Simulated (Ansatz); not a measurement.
Consider a test of scalar relativity of BGa (Ansatz 0.2.0, Python API).

The script, `bga_x2c.py`:
```python
import logging
import sys

import ansatz as az
import numpy as np

logging.basicConfig(stream=sys.stdout, format="%(levelname)s %(message)s")
logger = logging.getLogger("run")
logger.setLevel(logging.INFO)

bga = (
    az.Crystal.molecule()
    .atom("Ga", (0.0, 0.0, 0.0))
    .atom("B", (0.0, 0.0, 2.02))
)

base = bga.calculation().functional("pbe", dispersion="d3bj").spin("collinear", total=2).forces()
sets = {"none": "cc-pVTZ", "scalar": "cc-pVTZ-DK"}
found = {kind: base.basis(gaussian=basis).pseudopotentials(relativity=kind).run(threads=1).report for kind, basis in sets.items()}
for kind, each in found.items():
    dipole = 4.803205 * np.linalg.norm(each["charge_distribution"]["dipole_moment_e_ang"])
    logger.info(f"{kind:7s} E = {each['free_energy_ev']:.4f} eV  dipole {dipole:.3f} D  largest force component {np.abs(each['forces_ev_ang']).max():.4f} eV/A")
logger.info(f"relativity lowers the total energy by {found['none']['free_energy_ev'] - found['scalar']['free_energy_ev']:.3f} eV")
```

What does scalar relativity change in the total energy and in the dipole?

The total moves by -517.7 eV, nearly all in the cores, and the dipole from 1.67 to 1.71 D.

The output:

```console
$ python bga_x2c.py
INFO none    E = -53041.6271 eV  dipole 1.671 D  largest force component 0.2143 eV/A
INFO scalar  E = -53559.2932 eV  dipole 1.707 D  largest force component 0.1364 eV/A
INFO relativity lowers the total energy by 517.666 eV
```

Total energies depend on the basis set; only differences at equal settings carry meaning. The geometry is a force-field or estimated start, not a minimum of this method. The basis set changes with the Hamiltonian (a set recontracted for scalar relativity), and most of the change in the total lies in the cores. The species is open-shell (spin multiplicity 3). The spin state was assumed, and another may lie lower. Timing: 8.8 s on 1 thread of Arm Neoverse V1, on a shared host, peak memory 0.2 GiB.
